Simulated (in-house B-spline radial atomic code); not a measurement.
**La¹⁰⁺: binding energies from hole states**

Aim: the cost of two holes at once in La¹⁰⁺, against the sum of the two single holes.

The numbers are computed with in-house B-spline radial atomic code version 1 (Dirac-Hartree-Fock, average of configuration, Fermi nucleus, basis-set limit), except any that are marked as measured or tabulated.

## Step 1: Starting point

| Property | Result |
| --- | --- |
| element | lanthanum (Z = 57) |
| charge | +10 |
| electrons | 47 |
| configuration | [Kr] 4d10 5s1 |
| Hamiltonian | Dirac-Coulomb |
| nucleus | Fermi, rms radius 4.855 fm |

The outer shells:

[Kr] 4d10 5s1
```
[Kr] core
4d [↑↓][↑↓][↑↓][↑↓][↑↓]
5s [↑ ]
```

The boxes draw the filling by Hund's rule, which heavy ions in jj coupling don't follow; these runs average over all states of the configuration.

The run's settings:

```ini
Z = 57
electrons = 47.0
configuration = [Kr] 4d10 5s1
hamiltonian = dirac
method = hf
spin_polarised = False
nucleus = fermi
rms_radius = 4.855
mass_number = 139
atomic_mass = 138.906362927
speed_of_light = 137.035999084
```

The reference is known from an earlier run: -8468.692785 hartree in all. Up to eight levels, counted from the top:

| orbital | occupation | energy (eV) | <r> (bohr) |
| --- | --- | --- | --- |
| 3d3/2 | 4 | -1027.46 | 0.2567 |
| 3d5/2 | 6 | -1009.98 | 0.2604 |
| 4s1/2 | 2 | -442.40 | 0.6516 |
| 4p1/2 | 2 | -381.01 | 0.6711 |
| 4p3/2 | 4 | -363.01 | 0.6950 |
| 4d3/2 | 4 | -260.34 | 0.7449 |
| 4d5/2 | 6 | -257.14 | 0.7537 |
| 5s1/2 | 1 | -167.14 | 1.389 |

Single holes known from earlier runs (ΔSCF): 1s 39238.3 eV, 2s 6453.19 eV, 2p3/2 5659.96 eV, 3p3/2 1291.50 eV, 3d3/2 1013.94 eV, 3d5/2 996.73 eV, 4s 439.36 eV, 4p1/2 378.65 eV, 5s 166.98 eV.

## Step 2: The 2p3/2 and 4s holes

In configurations, a minus sign after the shell means j = l − 1/2 and a plus sign j = l + 1/2; the count of electrons follows.

The run's settings:

```ini
Z = 57
electrons = 45.0
configuration = 1s2 2s2 2p-2 2p+3 3s2 3p6 3d10 4s1 4p6 4d10 5s1
hamiltonian = dirac
method = hf
spin_polarised = False
nucleus = fermi
rms_radius = 4.855
mass_number = 139
atomic_mass = 138.906362927
speed_of_light = 137.035999084
```

## Step 3: The 3p3/2 and 3p3/2 holes

Changes to the settings of step 2:

```diff
@@ -2,3 +2,3 @@
 electrons = 45.0
-configuration = 1s2 2s2 2p-2 2p+3 3s2 3p6 3d10 4s1 4p6 4d10 5s1
+configuration = 1s2 2s2 2p6 3s2 3p-2 3p+2 3d10 4s2 4p6 4d10 5s1
 hamiltonian = dirac
```

## Step 4: The 4p1/2 and 5s holes

Changes to the settings of step 3:

```diff
@@ -2,3 +2,3 @@
 electrons = 45.0
-configuration = 1s2 2s2 2p6 3s2 3p-2 3p+2 3d10 4s2 4p6 4d10 5s1
+configuration = 1s2 2s2 2p6 3s2 3p6 3d10 4s2 4p-1 4p+4 4d10
 hamiltonian = dirac
```

## Step 5: The 2s and 4p1/2 holes

Changes to the settings of step 4:

```diff
@@ -2,3 +2,3 @@
 electrons = 45.0
-configuration = 1s2 2s2 2p6 3s2 3p6 3d10 4s2 4p-1 4p+4 4d10
+configuration = 1s2 2s1 2p6 3s2 3p6 3d10 4s2 4p-1 4p+4 4d10 5s1
 hamiltonian = dirac
```

## Step 6: The 2s and 3d3/2 holes

Changes to the settings of step 5:

```diff
@@ -2,3 +2,3 @@
 electrons = 45.0
-configuration = 1s2 2s1 2p6 3s2 3p6 3d10 4s2 4p-1 4p+4 4d10 5s1
+configuration = 1s2 2s1 2p6 3s2 3p6 3d-3 3d+6 4s2 4p6 4d10 5s1
 hamiltonian = dirac
```

## Step 7: The 1s and 3d5/2 holes

Changes to the settings of step 6:

```diff
@@ -2,3 +2,3 @@
 electrons = 45.0
-configuration = 1s2 2s1 2p6 3s2 3p6 3d-3 3d+6 4s2 4p6 4d10 5s1
+configuration = 1s1 2s2 2p6 3s2 3p6 3d-4 3d+5 4s2 4p6 4d10 5s1
 hamiltonian = dirac
```

**Question.** What does each hole state cost in eV, and how does that compare with the orbital energies or single holes?

**Answer**, as computed:

| two holes | ΔSCF (eV) | less the two single holes (eV) |
| --- | --- | --- |
| 2p3/2 and 4s | 6140.32 | 41.00 |
| 3p3/2 and 3p3/2 | 2643.12 | 60.11 |
| 4p1/2 and 5s | 565.99 | 20.36 |
| 2s and 4p1/2 | 6870.46 | 38.62 |
| 2s and 3d3/2 | 7549.98 | 82.85 |
| 1s and 3d5/2 | 40317.0 | 81.97 |

**Reading.** Two holes cost more than the sum of each, because the second electron leaves a more charged ion. The excess runs from 20.4 eV (4p1/2 and 5s) to 82.8 eV (2s and 3d3/2); it tends to be largest where both holes are compact. Two partly filled shells share a symmetry and can mix in the average, which may lower the energy, in these hole states: 2p3/2 and 4s; 2s and 4p1/2; 2s and 3d3/2; 1s and 3d5/2; 1s; 2s; 4s. Values are for the free ion, measured from the vacuum level.
